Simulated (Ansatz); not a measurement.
# WSi (quintet): from Hartree-Fock to the top rungs, def2-TZVPP

The task here is to estimate one member of a computed series from the others.

The runs use Ansatz 0.2.0, Gaussian basis; def2-TZVPP, core rule «outside noble gas», up to 9 orbitals frozen.

The runs, in order: UHF; ROHF; CCSD(T) on UHF.

## What is computed

The geometry is a PBE0/def2-TZVP stationary point (not a proven minimum). No spin-orbit coupling is included. Elements past krypton take def2 core potentials.

2 atoms, charge 0, spin multiplicity 5.

Atoms are counted from 1 here; the program's logs count them from 0.

Bond lengths: W1–Si2 2.328 Å.

The first run:

The input, in.yaml:

```yaml
crystal:
  periodic: [false, false, false]
  atoms:
    - {symbol: W, position_ang: [0.000000, 0.000000, 0.000000]}
    - {symbol: Si, position_ang: [0.000000, 0.000000, 2.328000]}
basis:
  gaussian: {orbitals: def2-TZVPP}
magnetization: {spin_polarized: true, initial_magnetization: 4}
hamiltonian: {xc: hf}
output: {orbitals: {seedname: orbitals}}
```

Started as:

```bash
> ansatz run in.yaml --threads 1 --pin off --events-out ev --progress --plain --max-ram 4096MiB --backend cpu
```

Steps of the session up to this table: UHF; ROHF; CCSD(T) on UHF.

One of the session's tables, all rows but one given; the rest of the session is left out.

| method | from UCCSD(T) (meV) |
| --- | --- |
| ROHF | +7944.6 |
| UMP2 | ? |
| UCCSD | +467.3 |
| UCCSD(T) | 0 |

Q: Estimate the row for UMP2 from the others.

The run gave: from UCCSD(T) (meV): +1374.5. In the column «from UCCSD(T) (meV)» it lies between UCCSD (+467.3) and ROHF (+7944.6).

Left out of the table: UHF (another determinant or state than the rows shown).

With the free atoms at the same levels and basis (separate runs), the atomisation energy is 3.027 eV at UCCSD(T), 0.607 eV at ROHF.

Caveats from the session: The determinant is far from a pure spin state, so its energy mixes those of several spin states (harmless only where they are near-degenerate, as at dissociation). Warnings: spin contamination; coupled cluster took another determinant than the lowest.
